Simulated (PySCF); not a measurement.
**A diatomic session: HgC**

The task here is to estimate one member of a computed series from the others.

Program: PySCF 2.14.0. Level of theory: Hg def2-SVP with ECP60, C def2-SVP, scalar-relativistic core potentials. These are calculated values, not measurements.

The first run:

A driver script around PySCF takes these settings:

| Quantity | Value |
| --- | --- |
| atoms | Hg, C |
| charge | 0 |
| basis | Hg def2-SVP with ECP60, C def2-SVP |
| Hamiltonian | scalar-relativistic core potentials |
| basis functions | 46 |
| electrons treated | 26 |
| masses in u | 201.9706, 12.0000 |
| levels | PBE0, PBE, r²SCAN, M06-L, BLYP, B2PLYP, CAM-B3LYP, HF, MP2, SCS-MP2 |
| grid | 80 radial by 434 angular points |
| occupations | held fixed by the projection of orbital angular momentum |
| dissociation limit | Hg + C, each in its ground configuration |
| starting distance in angstrom | 2.085 |
| values of 2S to try | 0, 2 |

Started as:

```
OMP_NUM_THREADS=1 python dia.py task.json out
```

Steps of the session up to this table: Input; First curve: PBE0; Excited determinants; PBE (GGA); r²SCAN (meta-GGA); M06-L (meta-GGA); BLYP (GGA); B2PLYP (double hybrid); CAM-B3LYP (range-separated hybrid); ROHF (mean field).

One of the session's tables, all rows but one given; the rest of the session is left out.

Energy (eV) from each level's lowest point:

| R (Å) | ROHF | ROHF-MP2 | ROHF-SCS-MP2 | PBE | BLYP |
| --- | --- | --- | --- | --- | --- |
| 1.891 | 1.342 | 0.368 | 0.465 | 0.351 | 0.453 |
| 1.979 | 0.933 | 0.154 | 0.222 | 0.127 | 0.197 |
| 2.067 | ? | ? | ? | ? | ? |
| 2.133 | 0.498 | 0.012 | 0.037 | 0.000 | 0.015 |
| 2.199 | 0.380 | 0.000 | 0.011 | 0.007 | 0.000 |
| 2.265 | 0.289 | 0.004 | 0.000 | 0.034 | 0.007 |
| 2.353 | 0.197 | 0.021 | 0.001 | 0.092 | 0.039 |
| 2.463 | 0.117 | 0.053 | 0.014 | 0.182 | 0.098 |
| 2.595 | 0.053 | 0.093 | 0.035 | 0.296 | 0.181 |
| 2.771 | 0.000 | 0.139 | 0.061 | 0.440 | 0.290 |

Estimate the missing values for R (Å) = 2.067.

Worked estimate for «ROHF». A straight line through the neighbours (1.979, 0.933) and (2.133, 0.498) gives 0.933 + (0.498 − 0.933) × (2.067 − 1.979) / (2.133 − 1.979) = 0.684; a parabola fitted to 4 rows on both sides gives 0.645.

As computed: ROHF: 0.651; ROHF-MP2: 0.047; ROHF-SCS-MP2: 0.090; PBE: 0.024; BLYP: 0.062. In «ROHF» the line misses by +0.033 and the parabola by -0.006.
